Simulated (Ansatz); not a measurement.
Cr2O3 (Eskolaite):

```
Cr O
1.0
     2.47850    1.43096    4.53077
    -2.47850    1.43096    4.53077
     0.00000   -2.86193    4.53077
Cr O
4 6
Direct
  0.34748 0.34748 0.34748
  0.15252 0.15252 0.15252
  0.65252 0.65252 0.65252
  0.84748 0.84748 0.84748
  0.55580 0.25000 0.94420
  0.25000 0.94420 0.55580
  0.94420 0.55580 0.25000
  0.44420 0.75000 0.05580
  0.75000 0.05580 0.44420
  0.05580 0.44420 0.75000
```

- Program: Ansatz 0.2.0
- Task: relaxation of cell and atoms
- Functional: PBEsol
- Potentials or basis: Ansatz PAW
- Cutoff: 420 eV (not typed: the program's choice for these potentials)
- k mesh: 7 × 7 × 7
- Occupations: fermi-dirac, width 0.05 eV
- Spin: collinear spin, ferromagnetic start
- Starting moments: [3.0, 3.0, 3.0, 3.0, 0.0, 0.0, 0.0, 0.0, 0.0, 0.0] μB
- Hubbard terms: Cr d U = 8 eV

At the start: volume 9.64 Å³/atom.

Question: Where does the relaxation end?

Answer: It ends after 9 steps and the volume is 10.06 Å³/atom (+4.3 %); space group R-3c (No. 167, to 0.05 Å); moment 12.00 μB per cell.

Step by step:
| step | energy change (eV) | largest force (eV/Å) | volume (Å³) |
| --- | --- | --- | --- |
| 1 | 0.0000 | 0.5602 | 96.41 |
| 2 | -0.1587 | 0.0286 | 98.79 |
| 3 | -0.1710 | 0.0320 | 100.37 |
| 4 | -0.1715 | 0.0115 | 100.38 |
| 5 | -0.1716 | 0.0034 | 100.36 |
| 6 | -0.2002 | 0.0030 | 100.36 |
| 7 | -0.1995 | 0.0007 | 100.57 |
| 8 | -0.2008 | 0.0004 | 100.57 |
| 9 | -0.2008 | 0.0004 | 100.57 |

Final structure:
```yaml
crystal:
  lattice:
    - [2.53034, 1.46089, 4.53462]
    - [-2.53034, 1.46089, 4.53462]
    - [0.00000, -2.92178, 4.53462]
  atoms:
    - { symbol: Cr, position: [0.35007, 0.35007, 0.35007] }
    - { symbol: Cr, position: [0.14993, 0.14993, 0.14993] }
    - { symbol: Cr, position: [0.64993, 0.64993, 0.64993] }
    - { symbol: Cr, position: [0.85007, 0.85007, 0.85007] }
    - { symbol: O, position: [0.54884, 0.25000, 0.95116] }
    - { symbol: O, position: [0.25000, 0.95116, 0.54884] }
    - { symbol: O, position: [0.95116, 0.54884, 0.25000] }
    - { symbol: O, position: [0.45116, 0.75000, 0.04884] }
    - { symbol: O, position: [0.75000, 0.04884, 0.45116] }
    - { symbol: O, position: [0.04884, 0.45116, 0.75000] }
```

Caveat: the magnetic or orbital state may not be the lowest; the plane-wave basis is chosen anew once the cell has moved, so the energies of steps on either side of that aren't comparable; the pressure holds a Pulay correction of +0.9 GPa for the finite cutoff; only a ferromagnetic start was run, and an antiferromagnetic order may lie lower in energy; the PAW data sets come from PBE, with cores solved anew for the run's functional, which leaves a small shift of forces and pressure.
